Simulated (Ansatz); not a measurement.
# Si2B2H6: how energies converge with the basis set

An exercise on one series of results from a longer session: the logs are not shown, and one member is left open.

The runs use Ansatz 0.2.0, Gaussian basis; one geometry, several basis sets.

Plan: PBE0-D4/def2-SVP; ωB97M-V/def2-SVP; PBE0-D4/def2-QZVPP; ωB97M-V/def2-QZVPP; the functionals' def2-TZVPP values are taken from earlier runs.

**The geometry**

All runs share one geometry, relaxed beforehand with PBE0-D4 in a triple-zeta def2 set.

SMILES `[SiH3]B1B[SiH2]1`, 10 atoms, charge 0, spin multiplicity 1.

Atoms are counted from 1 here; the program's logs count them from 0.

Bond lengths: Si1–B2 1.975 Å, Si1–H5 1.488 Å, Si1–H6 1.488 Å, Si1–H7 1.489 Å, B2–B3 1.494 Å, B2–Si4 1.918 Å, B3–Si4 2.153 Å, B3–H8 1.180 Å, Si4–H9 1.485 Å, Si4–H10 1.485 Å. Angles: B2–Si1–H5 110.3°, B2–Si1–H6 110.3°, B2–Si1–H7 112.0°, H5–Si1–H6 108.3°, H5–Si1–H7 107.9°, H6–Si1–H7 107.9°, Si1–B2–B3 167.7°, Si1–B2–Si4 115.1°, B3–B2–Si4 77.2°, B2–B3–Si4 60.3°, B2–B3–H8 171.7°, Si4–B3–H8 111.4°, B2–Si4–B3 42.6°, B2–Si4–H9 117.0°, B2–Si4–H10 134.5°, B3–Si4–H9 159.5°, B3–Si4–H10 92.0°, H9–Si4–H10 108.5°.

The first run:

File in.yaml:

```yaml
crystal:
  periodic: [false, false, false]
  atoms:
    - {symbol: Si, position_ang: [-1.267091, 1.070151, -0.762586]}
    - {symbol: B, position_ang: [-0.359864, -0.547522, -0.083896]}
    - {symbol: B, position_ang: [0.062214, -1.919774, 0.327812]}
    - {symbol: Si, position_ang: [1.376451, -0.249878, 0.674603]}
    - {symbol: H, position_ang: [-1.566207, 0.925113, -2.213262]}
    - {symbol: H, position_ang: [-2.550857, 1.283823, -0.040538]}
    - {symbol: H, position_ang: [-0.433967, 2.291465, -0.586596]}
    - {symbol: H, position_ang: [0.539275, -2.929684, 0.708976]}
    - {symbol: H, position_ang: [1.876657, 1.148152, 0.684126]}
    - {symbol: H, position_ang: [2.406291, -1.122946, 1.294163]}
basis:
  gaussian: {orbitals: def2-SVP}
hamiltonian: {xc: pbe0, dispersion: d4}
output: {orbitals: {seedname: orbitals}}
```

Run with:

```
$ ansatz run in.yaml --threads 2 --pin off --events-out ev --progress --plain --max-ram 4352MiB
```

Steps of the session up to this table: PBE0-D4 in def2-SVP; ωB97M-V in def2-SVP; PBE0-D4 in def2-QZVPP; ωB97M-V in def2-QZVPP.

One table of the session follows, with a row left open; its other results are not shown here.

| functional | basis | HOMO (eV) | LUMO (eV) |
| --- | --- | --- | --- |
| PBE0-D4 | def2-SVP | -7.08 | -2.02 |
| PBE0-D4 | def2-TZVPP | -7.05 | -2.05 |
| PBE0-D4 | def2-QZVPP | -7.06 | -2.07 |
| ωB97M-V | def2-SVP | ? | ? |
| ωB97M-V | def2-TZVPP | -9.00 | -0.21 |
| ωB97M-V | def2-QZVPP | -9.01 | -0.27 |

Q: Estimate the row for ωB97M-V, def2-SVP from the others.

**Answer.** HOMO (eV): -9.00; LUMO (eV): -0.09.
